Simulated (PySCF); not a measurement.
**A gas-phase reaction: H2SZn + Br2 → BrHSZn + BrH**

Aim: the reaction energy of `[SH][ZnH]` + `BrBr` → `[SH][Zn][Br]` + `Br`.

Programs: PySCF 2.14.0. All values are calculated, for the isolated system unless a continuum is named. Atoms count from 0, parts from 1.

## 1. The system as given

Each species was relaxed by itself at PBE0-D3(BJ)/def2-SVPD.

## 2. Energies of the species: wB97M-D3(BJ)/def2-TZVPD

The job: settings as JSON, then the geometry in Å.

```
{"job": {"kind": "react", "xc": "wB97M-D3(BJ)", "basis": "def2-TZVPD"}, "charge": 0, "multiplicity": 1}
-1 H2SZn charge 0 multiplicity 1
S      0.875820    -1.208630     0.138450
Zn    -0.059330     0.706750    -0.370380
H     -0.130440    -1.547990     0.977910
H     -0.686050     2.049870    -0.745990

-1 Br2 charge 0 multiplicity 1
Br     1.150560     0.004010    -0.003260
Br    -1.150830    -0.001090     0.001620

+1 BrHSZn charge 0 multiplicity 1
S      1.156880     0.167410    -1.190290
Zn    -0.625680    -0.096240     0.030290
Br    -2.484220    -0.371590     1.262760
H      1.953010     0.300410    -0.102740

+1 BrH charge 0 multiplicity 1
Br     0.715050     0.004170    -0.002900
H     -0.708680    -0.001000     0.002060
```

With the program's defaults for keys left out, this is: wB97M-D3(BJ)/def2-TZVPD reaction energy of separated species, gas phase.

The run is started by

```bash
$ OMP_NUM_THREADS=1 python cluster_run.py task.json out
```

The driver reads the jobs from task.json and runs them one after another.

**Question.** The jobs that follow are: PBE0-D3(BJ)/def2-TZVPD reaction energy of separated species, gas phase; MP2/def2-TZVPD reaction energy of separated species, gas phase. Predict: reaction energy (wB97M-D3(BJ)/def2-TZVPD); ΔH, ΔG at 298 K (xTB thermal terms). Thermal terms come from harmonic xTB runs on each species.

**Answer**, as computed:

| quantity | value |
| --- | --- |
| reaction energy (wB97M-D3(BJ)/def2-TZVPD) | -55.88 kcal/mol |
| ΔH, ΔG at 298 K (xTB thermal terms) | -54.9, -54.9 kcal/mol |
| range of the reaction energy over the runs of this table | -59.69 to -55.88 kcal/mol |

What this shows: The reaction is exothermic by 54.9 kcal/mol in the gas phase; dispersion gives -0.09, and xTB itself gave -24.42 for the electronic energy (xTB energies and thermal terms come from the earlier relaxation of each species, not shown). No barrier was sought. xTB and this level differ widely in the electronic energy, so what comes from xTB (the thermal terms above all) is less safe here. The reaction energy runs from -59.69 (MP2/def2-TZVPD) to -55.88 kcal/mol (wB97M-D3(BJ)/def2-TZVPD).
